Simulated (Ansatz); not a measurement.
# C2H4InN: the cost of one run

All numbers below are computed with Ansatz 0.2.0 (RKS PBE/def2-SVP).

## Step 1: Starting point

Bond lengths: C1–C2 1.187 Å, C2–In3 2.372 Å, C1–H5 1.091 Å, In3–H6 1.282 Å, In3–H7 2.028 Å, N4–H7 1.000 Å, N4–H8 1.064 Å. Angles: C1–C2–In3 82.7°, C2–C1–H5 173.8°, C2–In3–H6 106.3°, C2–In3–H7 114.6°, H6–In3–H7 120.4°, In3–H7–N4 121.4°, H7–N4–H8 108.5°.

As a file:

```xyz
8

C     0.9179    1.1325   -1.0142
C     1.5062    1.6673   -0.1325
In    0.4939   -0.0374    1.1701
N    -1.1261   -1.7254   -0.1539
H     0.3086    0.7367   -1.8282
H    -0.2856    0.5561    1.9973
H    -0.1649   -1.6333    0.1056
H    -1.5579   -0.7536   -0.1999
```

## Step 2: End point A

Input file input.yaml:

```yaml
crystal:
  periodic: [false, false, false]
  atoms:
    - { symbol: C, position_ang: [0.9179, 1.1325, -1.0142] }
    - { symbol: C, position_ang: [1.5062, 1.6673, -0.1325] }
    - { symbol: In, position_ang: [0.4939, -0.0374, 1.1701] }
    - { symbol: "N", position_ang: [-1.1261, -1.7254, -0.1539] }
    - { symbol: H, position_ang: [0.3086, 0.7367, -1.8282] }
    - { symbol: H, position_ang: [-0.2856, 0.5561, 1.9973] }
    - { symbol: H, position_ang: [-0.1649, -1.6333, 0.1056] }
    - { symbol: H, position_ang: [-1.5579, -0.7536, -0.1999] }
basis:
  gaussian: { orbitals: def2-SVP }
hamiltonian:
  xc: pbe
relax:
  f_tol: 0.015
  max_steps: 40
```

Launch:

```
> ansatz run input.yaml --threads 1 --pin off --max-ram 2048MiB --backend cpu --events-out ev --progress --plain --runs-dir out
```

Q: Estimate wall time and peak memory on 1 thread of an Arm CPU, shared host.

About 1.9 min, with a peak of 0.12 GiB.
